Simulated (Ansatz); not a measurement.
# C3H6BN: the cost of one run

Method: RKS B3LYP/cc-pVDZ, in Ansatz 0.2.0.

**1. The system as given**

Bond lengths: B1–C2 1.527 Å, C2–N3 1.442 Å, N3–C4 1.278 Å, C4–C5 1.313 Å, B1–H6 1.213 Å, B1–H7 1.220 Å, C2–H8 1.084 Å, C2–H9 1.154 Å, C5–H10 1.058 Å, C5–H11 1.054 Å. Angles: B1–C2–N3 110.3°, B1–C2–H8 111.5°, B1–C2–H9 107.4°, N3–C2–H8 108.4°, N3–C2–H9 109.4°, H8–C2–H9 109.7°, C2–B1–H6 123.1°, C2–B1–H7 122.4°, H6–B1–H7 114.5°, C2–N3–C4 127.5°, N3–C4–C5 171.8°, C4–C5–H10 121.1°, C4–C5–H11 115.3°, H10–C5–H11 123.6°.

As a file:

```xyz
11

B    -1.3844    0.6500    0.9438
C    -0.2494   -0.3234    1.2543
N     0.9457    0.0571    0.5420
C     1.1877   -0.0871   -0.7049
C     1.2524   -0.2614   -2.0047
H    -2.4898    0.5579    1.4357
H    -1.2435    1.5978    0.1880
H    -0.5068   -1.3377    0.9727
H    -0.0521   -0.2729    2.3900
H     0.3894   -0.1815   -2.6110
H     2.2163   -0.4559   -2.3853
```

**2. Relaxing end A**

input.yaml

```yaml
crystal:
  periodic: [false, false, false]
  atoms:
    - { symbol: B, position_ang: [-1.3844, 0.65, 0.9438] }
    - { symbol: C, position_ang: [-0.2494, -0.3234, 1.2543] }
    - { symbol: "N", position_ang: [0.9457, 0.0571, 0.542] }
    - { symbol: C, position_ang: [1.1877, -0.0871, -0.7049] }
    - { symbol: C, position_ang: [1.2524, -0.2614, -2.0047] }
    - { symbol: H, position_ang: [-2.4898, 0.5579, 1.4357] }
    - { symbol: H, position_ang: [-1.2435, 1.5978, 0.188] }
    - { symbol: H, position_ang: [-0.5068, -1.3377, 0.9727] }
    - { symbol: H, position_ang: [-0.0521, -0.2729, 2.39] }
    - { symbol: H, position_ang: [0.3894, -0.1815, -2.611] }
    - { symbol: H, position_ang: [2.2163, -0.4559, -2.3853] }
basis:
  gaussian: { orbitals: cc-pVDZ }
hamiltonian:
  xc: b3lyp
relax:
  f_tol: 0.02
  max_steps: 50
```

Run with:

```bash
$ ansatz run input.yaml --threads 2 --pin off --max-ram 3072MiB --backend cpu --events-out ev --progress --plain --runs-dir out
```

Q: Estimate wall time and peak memory on 2 threads of Arm Neoverse V2, shared host.

About 38 s, with a peak of 0.2 GiB.
